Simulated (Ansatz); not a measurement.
**C5H8BClO3: ionisation energy by level of theory**

Aim: the vertical ionisation energy of C5H8BClO3, as cation minus neutral at the neutral's geometry, on several levels, and how well −ε(HOMO) stands in for it.

Computed with Ansatz 0.2.0, Gaussian basis. Level: unrestricted cation, the program's frozen cores in correlated methods.

The runs, in order: UKS PBE-D4/def2-TZVPP; UKS r2SCAN-D4/def2-TZVPP; UKS PBE0-D4/def2-TZVPP; UKS B3LYP-D4/def2-TZVPP; UKS wB97X-V/def2-TZVPP; UKS wB97M-V/def2-TZVPP; UKS B2PLYP/def2-TZVPP; UHF-CCSD(T)/def2-TZVPP; UHF-MP2/def2-QZVPP; extrapolation to the limit; then −ε(HOMO) from the neutral's earlier runs with LDA (SPW92), PBE-D4, revPBE-D4, BLYP-D4, r2SCAN-D4, B97M-V, PBE0-D4, B3LYP-D4, r2SCANh-D4, r2SCAN0-D4, HSE06-D4, BHLYP-D4, CAM-B3LYP-D4, LC-ωPBE, ωB97X-V, ωB97M-V.

### 1 The relaxed structure

An earlier PBE0-D4 in a triple-zeta def2 set relaxation fixed the geometry.

SMILES `CC1=CC(C)=[O+][B-](O)(Cl)O1`, 18 atoms, charge 0, spin multiplicity 1.

Atoms are counted from 1 here; the program's logs count them from 0.

Bond lengths: C1–C2 1.484 Å, C1–H11 1.088 Å, C1–H12 1.092 Å, C1–H13 1.094 Å, C2–C3 1.388 Å, C2–O10 1.281 Å, C3–C4 1.388 Å, C3–H14 1.079 Å, C4–C5 1.484 Å, C4–O6 1.281 Å, C5–H15 1.094 Å, C5–H16 1.088 Å, C5–H17 1.092 Å, O6–B7 1.520 Å, B7–O8 1.386 Å, B7–Cl9 1.846 Å, B7–O10 1.520 Å, O8–H18 0.959 Å. Angles: C2–C1–H11 112.1°, C2–C1–H12 109.6°, C2–C1–H13 108.4°, H11–C1–H12 110.1°, H11–C1–H13 109.4°, H12–C1–H13 107.0°, C1–C2–C3 122.8°, C1–C2–O10 115.5°, C3–C2–O10 121.7°, C2–C3–C4 118.1°, C2–C3–H14 120.7°, C4–C3–H14 120.7°, C3–C4–C5 122.8°, C3–C4–O6 121.7°, C5–C4–O6 115.5°, C4–C5–H15 108.4°, C4–C5–H16 112.1°, C4–C5–H17 109.6° and more.

Coordinates:

```mol
C5H8BClO3
  3D, bonds by distance, orders not assigned

 18 18  0  0  0  0  0  0  0  0999 V2000
    1.4920   -2.0915   -0.7639 C   0  0
    0.7903   -0.8982   -0.2302 C   0  0
   -0.2675   -0.2903   -0.8923 C   0  0
   -0.9890    0.6844   -0.2172 C   0  0
   -2.2605    1.2459   -0.7364 C   0  0
   -0.6093    1.1377    0.9189 O   0  0
    0.7997    0.8904    1.4316 B   0  0
    0.8653    0.9528    2.8142 O   0  0
    1.9019    2.1360    0.6308 Cl  0  0
    1.2054   -0.4764    0.9057 O   0  0
    1.0121   -2.4836   -1.6582 H   0  0
    1.5384   -2.8639    0.0065 H   0  0
    2.5230   -1.8100   -0.9974 H   0  0
   -0.6049   -0.6619   -1.8473 H   0  0
   -2.1039    2.3048   -0.9616 H   0  0
   -2.6003    0.7311   -1.6327 H   0  0
   -3.0271    1.1942    0.0394 H   0  0
    0.2968    0.3100    3.2420 H   0  0
  1  2  8  0
  2  3  8  0
  3  4  8  0
  4  5  8  0
  4  6  8  0
  6  7  8  0
  7  8  8  0
  7  9  8  0
  7 10  8  0
  1 11  8  0
  1 12  8  0
  1 13  8  0
  3 14  8  0
  5 15  8  0
  5 16  8  0
  5 17  8  0
  8 18  8  0
  2 10  8  0
M  END
```

### 2 Cation, UKS PBE-D4/def2-TZVPP

Input file in.yaml:

```yaml
crystal:
  periodic: [false, false, false]
  atoms:
    - {symbol: C, position_ang: [1.492029, -2.091458, -0.763895]}
    - {symbol: C, position_ang: [0.790259, -0.898161, -0.230160]}
    - {symbol: C, position_ang: [-0.267452, -0.290336, -0.892350]}
    - {symbol: C, position_ang: [-0.989001, 0.684449, -0.217211]}
    - {symbol: C, position_ang: [-2.260461, 1.245877, -0.736378]}
    - {symbol: O, position_ang: [-0.609289, 1.137747, 0.918882]}
    - {symbol: B, position_ang: [0.799694, 0.890382, 1.431571]}
    - {symbol: O, position_ang: [0.865314, 0.952831, 2.814167]}
    - {symbol: Cl, position_ang: [1.901898, 2.136017, 0.630801]}
    - {symbol: O, position_ang: [1.205416, -0.476428, 0.905682]}
    - {symbol: H, position_ang: [1.012090, -2.483637, -1.658247]}
    - {symbol: H, position_ang: [1.538427, -2.863872, 0.006454]}
    - {symbol: H, position_ang: [2.522960, -1.809975, -0.997419]}
    - {symbol: H, position_ang: [-0.604893, -0.661895, -1.847316]}
    - {symbol: H, position_ang: [-2.103916, 2.304759, -0.961597]}
    - {symbol: H, position_ang: [-2.600333, 0.731075, -1.632716]}
    - {symbol: H, position_ang: [-3.027086, 1.194173, 0.039375]}
    - {symbol: H, position_ang: [0.296843, 0.309951, 3.241956]}
basis:
  gaussian: {orbitals: def2-TZVPP}
total_charge: 1
magnetization: {spin_polarized: true, initial_magnetization: 1}
hamiltonian: {xc: pbe, dispersion: d4}
```

Run with:

```sh
> ansatz run in.yaml --threads 4 --pin off --events-out ev --progress --plain --max-ram 66560MiB --backend cuda --devices 0, --max-vram 37GiB
```

The runs that follow: Cation, UKS r2SCAN-D4/def2-TZVPP; Cation, UKS PBE0-D4/def2-TZVPP; Cation, UKS B3LYP-D4/def2-TZVPP; Cation, UKS wB97X-V/def2-TZVPP; Cation, UKS wB97M-V/def2-TZVPP; Cation, UKS B2PLYP (frozen core)/def2-TZVPP; Cation, UHF-CCSD(T)/def2-TZVPP; Cation, UHF-MP2/def2-QZVPP.

**Question.** What will the summary of the whole plan be? Wanted: ionisation energy, CCSD(T)/CBS; nearest functional by difference; nearest −ε(HOMO); −ε(HOMO) of PBE; T1 of the cation.

**Answer**, as computed:

```
                        quantity               value
  ionisation energy, CCSD(T)/CBS             9.83 eV
nearest functional by difference  ωB97X-V (-0.16 eV)
                nearest −ε(HOMO)  ωB97M-V (+0.08 eV)
                 −ε(HOMO) of PBE             6.42 eV
                T1 of the cation               0.021
```

What this shows: Energy differences with functionals land within 0.67 eV of the reference. The PBE orbital energy is 3.4 eV too small: a semilocal HOMO is no ionisation energy. Among orbital estimates ωB97M-V comes nearest. Hartree-Fock falls 1.16 eV short, as the neutral has more correlation energy than the cation. The cation may have settled in a state other than its lowest; no search over hole states beyond the program's own was made.
